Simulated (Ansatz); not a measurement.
# BGeNH (quartet): from Hartree-Fock to the top rungs, cc-pVDZ

An exercise on one series of results from a longer session: the logs are not shown, and one member is left open.

The runs use Ansatz 0.2.0, Gaussian basis; cc-pVDZ, core rule «outside noble gas», up to 16 orbitals frozen.

The runs, in order: UHF; CCSD(T) on ROHF; CCSD(T) on UHF; BCCD(T) on ROHF; CISD; CCSDT(Q) on ROHF; CCSDT(Q) on UHF.

21 further runs of the same task are left out: 9 that didn't finish, 12 set aside as unsound or not needed.

**The geometry**

The geometry is a PBE0/def2-TZVP stationary point (not a proven minimum) of the parent state, kept for this charge and spin. No spin-orbit coupling is included. The filled d shell of Ge may be among the frozen orbitals whatever the setting's name suggests; the logs give the count.

4 atoms, charge 0, spin multiplicity 4.

Atoms are counted from 1 here; the program's logs count them from 0.

Bond lengths: Ge1–B2 2.217 Å, Ge1–N3 1.849 Å, B2–N3 1.313 Å, B2–H4 1.179 Å. Angles: B2–Ge1–N3 36.3°, Ge1–B2–N3 56.4°, Ge1–B2–H4 140.9°, N3–B2–H4 162.7°, Ge1–N3–B2 87.3°.

Coordinates:

```xyz
4

Ge    0.0000    0.0595    0.5059
B     0.0000    0.4513   -1.6758
N     0.0000   -0.7539   -1.1543
H     0.0000    1.3446   -2.4452
```

Set-up of the first run:

Input file in.yaml:

```yaml
crystal:
  periodic: [false, false, false]
  atoms:
    - {symbol: Ge, position_ang: [0.000000, 0.059541, 0.505922]}
    - {symbol: B, position_ang: [0.000000, 0.451319, -1.675815]}
    - {symbol: N, position_ang: [0.000000, -0.753893, -1.154331]}
    - {symbol: H, position_ang: [0.000000, 1.344614, -2.445184]}
basis:
  gaussian: {orbitals: cc-pVDZ}
magnetization: {spin_polarized: true, initial_magnetization: 3}
hamiltonian: {xc: hf}
output: {orbitals: {seedname: orbitals}}
```

Launch:

```console
$ ansatz run in.yaml --threads 1 --pin off --events-out ev --progress --plain --max-ram 2393MiB
```

Steps of the session up to this table: UHF; CCSD(T) on ROHF; CCSD(T) on UHF; BCCD(T) on ROHF; CISD; CCSDT(Q) on ROHF; CCSDT(Q) on UHF.

One table of the session follows, with a row left open; its other results are not shown here.

| method | from RCCSDT(Q) (kJ/mol) |
| --- | --- |
| ROHF | +852.1 |
| UHF | +833.8 |
| RMP2 | +92.3 |
| UMP2 | +101.0 |
| RCCSD | ? |
| UCCSD | +40.7 |
| RCCSD(T) | +5.9 |
| UCCSD(T) | +4.5 |
| BCCD(T) | +5.8 |
| RCCSDT | +3.4 |
| UCCSDT | +1.7 |
| RCCSDT(Q) | 0 |
| UCCSDT(Q) | -2.0 |

Q: Estimate the row for RCCSD from the others.

**Answer.** from RCCSDT(Q) (kJ/mol): +43.6. In the column «from RCCSDT(Q) (kJ/mol)» it lies between UCCSD (+40.7) and RMP2 (+92.3).

Not comparable, so not listed: CISD (they don't share determinant, frozen orbitals or solution with the rows shown, or repeat one).

To keep in mind: Restricted and unrestricted rows rest on different reference determinants; where their highest levels disagree by more than a few hundredths of an eV, they describe different states and don't form one ladder.
